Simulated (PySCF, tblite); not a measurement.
# C4H13GeSi radical: geometry, infrared bands and EPR parameters

Aim: predict the infrared bands and EPR parameters of C4H13GeSi radical (`CC(C)[C@H]([SiH2])[GeH3]`).

Computed with tblite 0.8.0 and PySCF 2.14.0, with density-fitted response routines of our own, on a single molecule in the gas phase. Atoms count from 0, in the outputs and in this text.

### Step 1. The molecule as given

19 atoms, charge 0, multiplicity 2; geometry from: force field or distance geometry start.

Bonds of the start (Å): C0–C1 1.54, C1–C2 1.52, C1–C3 1.56, C3–Si4 1.86, C3–Ge5 1.97, C0–H6 1.12, C0–H7 1.10, C0–H8 1.11, C1–H9 1.11, C2–H10 1.11, C2–H11 1.11, C2–H12 1.13, C3–H13 1.12, Si4–H14 1.47, Si4–H15 1.47, Ge5–H16 1.55, Ge5–H17 1.55, Ge5–H18 1.54.

### Step 2. Relaxing the molecule with GFN2-xTB

What the job is given:

```
{"job": {"kind": "relax", "xc": "GFN2-xTB", "basis": "xTB"}, "charge": 0, "multiplicity": 2}
C     -1.043500     0.169800     1.701500
C     -0.618900     0.644300     0.297300
C     -1.606800     0.147400    -0.750700
C      0.855300     0.243800     0.003000
Si     1.552900     1.140300    -1.472900
Ge     1.117500    -1.689400    -0.246400
H     -2.059300     0.578700     1.935600
H     -1.089900    -0.930300     1.761500
H     -0.340100     0.540900     2.475500
H     -0.665300     1.750800     0.322700
H     -1.715400    -0.956400    -0.738400
H     -1.310100     0.467600    -1.768500
H     -2.622900     0.588500    -0.543500
H      1.493500     0.541000     0.868900
H      2.964700     0.787800    -1.655100
H      1.441400     2.593700    -1.255400
H      0.649200    -2.473600     1.006100
H      2.632300    -1.968100    -0.453100
H      0.355300    -2.167500    -1.495600
```

Launch:

```bash
> OMP_NUM_THREADS=1 python probes_run.py task.json out
```

This one command runs all jobs of the session in turn.

Output:

```text
step      E/eV     max force
  0    -510.70487    1.201
  1    -510.79376    0.558
  2    -510.83565    0.486
  3    -510.85215    0.301
  4    -510.86556    0.217
  5    -510.87271    0.187
  6    -510.87859    0.170
  7    -510.88247    0.170
  8    -510.88634    0.133
  9    -510.88951    0.147
 10    -510.89216    0.142
 11    -510.89419    0.126
 12    -510.89570    0.096
 13    -510.89669    0.059
 14    -510.89731    0.063
 15    -510.89779    0.057
 16    -510.89826    0.062
 17    -510.89874    0.056
 18    -510.89918    0.065
 19    -510.89959    0.054
 20    -510.89999    0.058
 21    -510.90044    0.062
 22    -510.90095    0.060
 23    -510.90147    0.064
 24    -510.90194    0.053
 25    -510.90237    0.048
 26    -510.90281    0.063
 27    -510.90330    0.070
 28    -510.90375    0.057
 29    -510.90407    0.046
 30    -510.90431    0.039
 31    -510.90459    0.051
 32    -510.90496    0.059
 33    -510.90535    0.062
 34    -510.90564    0.036
 35    -510.90582    0.032
 36    -510.90596    0.026
 37    -510.90614    0.036
 38    -510.90630    0.029
 39    -510.90643    0.026
 40    -510.90654    0.026
 41    -510.90667    0.038
 42    -510.90686    0.045
 43    -510.90706    0.039
 44    -510.90721    0.027
 45    -510.90733    0.030
 46    -510.90746    0.049
 47    -510.90767    0.057
 48    -510.90793    0.047
 49    -510.90817    0.048
 50    -510.90835    0.036
 51    -510.90850    0.036
 52    -510.90865    0.036
 53    -510.90880    0.028
 54    -510.90892    0.033
 55    -510.90903    0.026
 56    -510.90916    0.032
 57    -510.90927    0.029
 58    -510.90934    0.017
 59    -510.90939    0.015
 60    -510.90944    0.021
 61    -510.90949    0.018
 62    -510.90954    0.017
 63    -510.90957    0.015
 64    -510.90961    0.016
 65    -510.90965    0.017
 66    -510.90968    0.014
 67    -510.90970    0.010
 68    -510.90972    0.013
 69    -510.90975    0.018
 70    -510.90978    0.017
 71    -510.90982    0.013
 72    -510.90984    0.012
 73    -510.90987    0.011
 74    -510.90989    0.014
 75    -510.90992    0.013
 76    -510.90993    0.009
```

It took 0.51 s on 1 thread of Arm Neoverse V2, shared host; peak memory 0.18 GiB.

Along the way: (not every step is listed)

```csv
step,energy from step 0 (eV),largest force (eV/Å)
0,0.0000,1.2005
1,-0.0889,0.5579
2,-0.1308,0.4863
3,-0.1473,0.3013
4,-0.1607,0.2174
5,-0.1678,0.1869
6,-0.1737,0.1699
7,-0.1776,0.1700
8,-0.1815,0.1330
14,-0.1924,0.0633
20,-0.1951,0.0575
26,-0.1979,0.0633
32,-0.2001,0.0588
38,-0.2014,0.0291
44,-0.2023,0.0272
50,-0.2035,0.0355
56,-0.2043,0.0321
62,-0.2047,0.0171
68,-0.2048,0.0131
71,-0.2049,0.0130
72,-0.2050,0.0122
73,-0.2050,0.0112
74,-0.2050,0.0145
75,-0.2050,0.0134
76,-0.2051,0.0095
```

Close pairs (by a distance rule), those that changed most:

```csv
bond,before (Å),after (Å),change (Å)
Ge5–H17,1.554,1.499,-0.055
C3–Si4,1.862,1.909,+0.046
Ge5–H16,1.550,1.505,-0.045
Ge5–H18,1.539,1.498,-0.042
C2–H12,1.127,1.088,-0.039
C0–H6,1.120,1.088,-0.031
C1–C3,1.556,1.527,-0.029
C0–H8,1.110,1.089,-0.021
```

The end geometry stands in the next job.

### Step 3. Infrared spectrum with GFN2-xTB

What the job is given:

```
{"job": {"kind": "ir", "xc": "GFN2-xTB", "basis": "xTB"}, "charge": 0, "multiplicity": 2}
C     -1.053200     0.178141     1.719788
C     -0.602962     0.680805     0.350675
C     -1.577479     0.222022    -0.725619
C      0.822265     0.228312     0.041744
Si     1.553728     1.070878    -1.506661
Ge     1.096878    -1.713131    -0.234344
H     -2.055721     0.534022     1.949174
H     -1.063277    -0.911042     1.734158
H     -0.378407     0.528497     2.499021
H     -0.613701     1.779998     0.376035
H     -1.643819    -0.865991    -0.728866
H     -1.242595     0.552666    -1.708620
H     -2.570965     0.626011    -0.543128
H      1.462594     0.518669     0.883302
H      3.006098     0.891962    -1.570341
H      1.188742     2.491264    -1.550385
H      0.602751    -2.615160     0.864258
H      2.568284    -1.976365    -0.347718
H      0.490983    -2.212307    -1.509934
```

Output:

```text
mode    cm-1     km/mol
  1      51.3      0.02
  2     126.9      0.23
  3     143.2      0.06
  4     145.6      0.10
  5     162.4      0.73
  6     189.9      0.19
  7     227.0      0.10
  8     248.8      0.24
  9     331.5      2.58
 10     393.4      5.30
 11     448.5     24.98
 12     464.5     32.73
 13     489.0     22.89
 14     528.2      7.23
 15     556.8     88.69
 16     651.2    137.24
 17     740.3    195.83
 18     782.4    278.58
 19     804.6    321.43
 20     865.8    115.09
 21     882.0    106.84
 22     890.9      7.63
 23     943.9      0.49
 24     983.5      0.83
 25    1006.3      1.89
 26    1055.6     15.95
 27    1093.1     10.45
 28    1148.0     13.07
 29    1195.7     15.48
 30    1234.9     11.14
 31    1329.1      9.06
 32    1335.7      1.75
 33    1401.2      7.96
 34    1415.6      4.90
 35    1482.8      0.92
 36    1490.6      1.46
 37    1497.2      2.25
 38    1503.7      3.14
 39    1926.7    225.35
 40    2014.5    468.12
 41    2044.3    455.54
 42    2209.6    224.01
 43    2235.0    501.54
 44    2872.7     39.92
 45    2880.4     72.73
 46    2996.4     34.56
 47    3000.3     24.98
 48    3010.6     62.90
 49    3018.1     33.17
 50    3025.6     20.34
 51    3030.9     56.66
```

It took 0.68 s on 1 thread of Arm Neoverse V2, shared host; peak memory 0.18 GiB.

Which atoms move in the most intense modes:

```csv
cm⁻¹,km/mol,atoms
740,195.8,"H15 45 %, H14 38 %"
782,278.6,"C3 47 %, Si4 16 %, H13 10 %"
805,321.4,"H18 30 %, H16 29 %, H17 25 %"
1927,225.3,"H16 64 %, H17 18 %, H18 17 %"
2014,468.1,"H17 36 %, H16 34 %, H18 28 %"
2044,455.5,"H18 54 %, H17 44 %"
2210,224.0,"H15 83 %, H14 15 %"
2235,501.5,"H14 82 %, H15 14 %"
```

### Step 4. EPR parameters: B3LYP/def2-TZVP-core+pcH-1

Same as in step 3 but for these lines:

```diff
@@ -1,2 +1,2 @@
-{"job": {"kind": "ir", "xc": "GFN2-xTB", "basis": "xTB"}, "charge": 0, "multiplicity": 2}
+{"job": {"kind": "epr", "basis": "pcH-1"}, "charge": 0, "multiplicity": 2}
 C     -1.053200     0.178141     1.719788
```

Level: UKS B3LYP, def2-TZVP-core on Ge, pcH-1 on C H Si, non-relativistic, mean-field spin-orbit, GIAO.

Output:

```text
UKS, coarse grid
  cycle   1  E = -2526.66162141  |g| = 1.35e+00
  cycle   2  E = -2526.57914904  |g| = 9.46e-01
  cycle   3  E = -2526.72818893  |g| = 3.94e-01
  cycle   4  E = -2526.77281659  |g| = 9.11e-02
  cycle   5  E = -2526.77688133  |g| = 1.56e-02
  cycle   6  E = -2526.77697873  |g| = 3.08e-03
  cycle   7  E = -2526.77698361  |g| = 1.07e-03
  cycle   8  E = -2526.77698285  |g| = 3.94e-04
UKS, final grid
  cycle   1  E = -2526.77691428  |g| = 2.94e-04
  cycle   2  E = -2526.77691426  |g| = 3.40e-04
  cycle   3  E = -2526.77691431  |g| = 3.48e-05
  cycle   4  E = -2526.77691431  |g| = 1.39e-05
E = -2526.77691431 Eh   <S^2> = 0.7514 (exact 0.7500)
g shifts (ppm)      1          2          3
  rmc          -130       -130       -130
  gc             40         12         33
  oz_so        -203        796       2479
  total        -293        679       2382
hyperfine (MHz)  atom isotope    a_iso     a_fc   dipolar eigenvalues
    0   13C       4.50       4.50     -0.36     -0.31      0.67
    1   13C      -1.47      -1.47     -0.50     -0.38      0.87
    2   13C       2.64       2.64     -1.63     -0.81      2.44
    3   13C      15.34      15.31     -4.59     -4.29      8.88
    4  29Si    -462.03    -463.04   -173.79     86.66     87.13
    5  73Ge      -6.97      -6.99     -0.51      0.21      0.30
    6    1H       0.04       0.04     -0.62     -0.54      1.15
    7    1H      -0.14      -0.14     -0.77     -0.69      1.46
    8    1H      -0.02      -0.02     -0.97     -0.65      1.62
    9    1H      -0.00      -0.01     -1.85     -1.63      3.48
   10    1H       0.25       0.25     -1.56     -1.05      2.61
   11    1H       2.91       2.91     -5.06     -3.22      8.27
   12    1H      -0.29      -0.29     -1.37     -0.93      2.29
   13    1H      54.02      54.02     -4.60      0.96      3.63
   14    1H      36.47      36.44     -9.80      1.14      8.65
   15    1H      43.03      43.01     -9.79      1.20      8.59
   16    1H       3.12       3.12     -0.82     -0.71      1.53
   17    1H      -0.13      -0.13     -1.60     -1.41      3.02
   18    1H       0.92       0.93     -2.38     -1.67      4.05
```

It took 3.5 min on 1 thread of Arm Neoverse V2, shared host; peak memory 1.5 GiB.

Principal g values 2.00203, 2.00300, 2.00470; g(iso) = 2.00324, against 2.00232 for a free electron.

Mean a(iso) over the nuclei that a row names, and the largest dipolar term of the row (other rows stand at the frozen geometry):

```csv
nuclei,isotope,a(iso) (MHz),"a(iso) (G, at g = 2.0023)",largest dipolar term (MHz)
Si4,29Si,-462.0,-164.9,-173.8
H13,1H,54.0,19.3,-4.6
"H14, H15",1H,39.8,14.2,-9.8
C3,13C,15.3,5.5,8.9
Ge5,73Ge,-7.0,-2.5,-0.5
C0,13C,4.5,1.6,0.7
C2,13C,2.6,0.9,2.4
C1,13C,-1.5,-0.5,0.9
"H16, H17, H18",1H,1.3,0.5,4.0
"H10, H11, H12",1H,1.0,0.3,8.3
"H6, H7, H8",1H,0.0,0.0,1.6
H9,1H,0.0,0.0,3.5
```

Mulliken spin populations:

C0 0.00; C1 -0.01; C2 0.01; C3 0.01; Si4 0.97; Ge5 -0.01; H6 0.00; H7 0.00; H8 0.00; H9 0.00; H10 0.00; H11 0.00; H12 0.00; H13 0.02; H14 0.00; H15 0.01; H16 0.00; H17 0.00; H18 0.00

In first order the couplings over 0.8 MHz of 1H give 96 distinct lines over 50.0 G, if the averaged nuclei exchange fast.

Orbitals, density, ELF and potential are computed afterwards from the orbital file.

ELF in a plane through or near 8 of the atoms.

Ten even steps from ' ' (0.00) to '@' (1.00):
```
                                                        
                                                        
                      --++++==                          
                    ::%%@@@@@@**                        
          ++%%%%==..--@@@@@@@@**                        
        ==@@@@@@@@==--%%@@@@@@::  ..++--                
        ##@@@@@@@@**::::****--  ++@@@@@@::              
        ==@@@@@@@@==....--::    %%@@@@%%::              
          ..--**==--==**##++..  ++%%##****%%**..        
                  ::****==****==##**--@@@@@@@@++        
      --##%%%%++::++%%--::##@@::::%%++##@@@@@@==        
    ..%%@@@@@@@@--..**@@******--++++..  --++==          
    ..%%@@@@@@@@..++..==::..==@@@@@@--                  
      --##@@%%++::::**##::  ::@@@@@@==                  
          ....::##@@@@@@%%    ..++==..                  
              ::%%@@@@@@@@::                            
              ..##@@@@@@@@::                            
                ::**##**--                              
                                                        
                                                        
```
The map spans 11.7 Å across and 10.8 Å up, centred on the molecule. Atoms in the plane (x, y in Å): C1 (0.8, -0.5), C3 (-0.7, -0.1), H6 (2.8, 0.1), H7 (1.6, 1.4), H9 (0.9, -1.5), H14 (-3.2, -1.2), H15 (-1.5, -2.8), H17 (-2.6, 1.9).

log10 of the density (e/Å³) in the same plane.

Ten even steps from ' ' (-4.0) to '@' (1.0):
```
                                                        
                    ..........                          
            ....::::::--------::..                      
        ..::::------====++++==--::....                  
      ..::--====++++++******++==----::::..              
      ..--==++**********##****++======--::..            
      ::--++**##########****++++++****++==--::..        
      ::--==**##########****++++**%%%%**++==--::        
      ..--==++++****######******##%%%%##**++==--..      
    ..::----====++**##%%%%########%%%%%%%%**++--::      
  ..::--==++********##%%@@%%%%%%%%%%######**++--::      
  ..::==++**##################%%%%##**++++==--::..      
  ..::==++######%%@@%%********##%%##++==--::::..        
  ..::--==++****######**++++++******==--::..            
    ..::--====++**##%%##**==========--::..              
      ..::----==**######++==------::::..                
        ....::--==++++++==--::::..                      
            ..::----------::..                          
              ......::....                              
                                                        
```
The map spans 11.7 Å across and 10.8 Å up, centred on the molecule. Atoms in the plane (x, y in Å): C1 (0.8, -0.5), C3 (-0.7, -0.1), H6 (2.8, 0.1), H7 (1.6, 1.4), H9 (0.9, -1.5), H14 (-3.2, -1.2), H15 (-1.5, -2.8), H17 (-2.6, 1.9).

On the surface of density 0.002 e/bohr³ the electrostatic potential runs, from the 1st to the 99th percentile, from -0.08 to 0.81 V.

The spin density lies nearest to Si4 64 %; H14, H15 about 10 % each.

### Step 5. Outcome

| quantity | value |
| --- | --- |
| strongest single infrared mode (GFN2-xTB) | 2235 cm⁻¹, 502 km/mol |
| zero-point energy (GFN2-xTB) | 92.2 kcal/mol |
| g(iso) (B3LYP) | 2.00324 |
| ⟨S²⟩ | 0.751 (exact 0.75) |
| largest a(iso) (averaged by class) | 29Si on Si4, -462.0 MHz |
| surface potential, 1st and 99th percentile | -0.08 V and 0.81 V |

What this shows: Relaxing lowered the energy by 0.205 eV in 76 steps; the close pair that moved most is Ge5–H17, from 1.554 to 1.499 Å. No mode is imaginary among the 51: a minimum at this level. The strongest single mode, at 2235 cm⁻¹, moves mainly H14. Unscaled tight-binding wavenumbers are off by several per cent, some by more. Its intensities can rank the bands wrongly. Si4 carries the largest spin population, 0.97 e. The isotropic g lies 0.9 ppt above the free-electron value. The hyperfine terms hold no scalar relativity, which the heavier nuclei need.
